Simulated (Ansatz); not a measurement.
Predict the output of the script below (Ansatz's Python interface).

Script `disp_h3o2sbsi.py`:
```python
import ansatz

GEOMETRY = '''
O    -1.50210   -0.84020   -1.18050
Sb   -1.43970   -0.18800    0.73400
O     0.35130   -1.08460    0.95250
Si    1.02980    0.46500    0.46820
H    -1.54400    0.03580   -1.73730
H     1.60900    1.15840    1.59360
H     1.55700    0.38550   -0.87610
'''

geometry = ansatz.Crystal.molecule()
for line in GEOMETRY.strip().splitlines():
    symbol, *xyz = line.split()
    geometry = geometry.atom(symbol, [float(v) for v in xyz])

base = geometry.calculation().basis(gaussian='def2-SVP').scf(lower_state_search='off')
for name in ['pbe0', 'pbe']:
    for correction in ('d3bj', 'd4'):
        report = base.functional(name, dispersion=correction).run().report
        print(f'{name:8s} {correction:5s} total {report["free_energy_ev"]:.5f} eV, of which dispersion {1000 * report["dispersion"]["energy"]["ev"]:.2f} meV')
```

`python disp_h3o2sbsi.py` gives:
```text
pbe0     d3bj  total -18544.68253 eV, of which dispersion -150.57 meV
pbe0     d4    total -18544.68523 eV, of which dispersion -153.27 meV
pbe      d3bj  total -18544.05505 eV, of which dispersion -162.99 meV
pbe      d4    total -18544.07366 eV, of which dispersion -181.60 meV
```

Caveats:
- The settings weren't tested for convergence.
- The geometry is a force-field or estimated start, not a minimum of this method, and the basis set is short of its limit. D4 holds the three-body term, and d3bj doesn't.
- def2 sets replace the cores of elements past krypton by effective core potentials.
- Wall time of the script: 8.2 s on 1 thread of Arm Neoverse V1, on a shared host, peak memory 0.2 GiB.
